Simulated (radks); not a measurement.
# O⁺ in 2s2 2p3 3p2: an all-electron calculation

One table from this session's results is given with a row withheld; the runs are named, their logs left out.

The numbers are computed with radks (a radial shooting solver on a logarithmic mesh, Libxc functionals) version 1 (scalar-relativistic Kohn-Sham, PBE, spin-polarised, spherical densities, finite nucleus; open shells are filled with parallel spins first), except any that are marked as measured or tabulated.

## The atom as given

| Quantity | Value |
| --- | --- |
| element | oxygen (Z = 8) |
| charge | +1 |
| electrons | 7 |
| configuration | 2s2 2p3 3p2 |
| nuclear rms radius | 2.6991 fm |

The outer shells:

O⁺
```
2s [↑↓]
2p [↑ ][↑ ][↑ ]
3p [↑ ][↑ ][  ]
```

Set-up of the first run:

The run's settings:

```text
Z 8
configuration 2s2 2p3 3p2 3d0 4p0
relativity scalar-relativistic
functional pbe,pbe
spin polarised
nucleus finite rms 2.6991 fm
c 137.035999084
```

Launch:

```sh
$ python run_ks.py task.json out
```

All runs below come from this command, one after another.

One of the session's tables, all rows but one given; the rest of the session is left out.

It belongs to the step «Orbitals and density». Sizes of the orbitals, from the radial functions (bohr):

```
  level     <r>  outermost maximum (interpolated)  90 % within
  2s up  0.8725                             0.717         1.36
2s down  0.9002                             0.731         1.41
  2p up  0.7597                             0.568         1.25
2p down  0.8088                             0.599         1.34
  3p up       ?                                 ?            ?
  3d up   3.765                              3.05         5.94
```

**Question.** Estimate the row for 3p up.

As computed: <r>: 3.001; outermost maximum (interpolated): 2.60; 90 % within: 4.51. In the column «<r>» it lies between 2s down (0.9002) and 3d up (3.765).
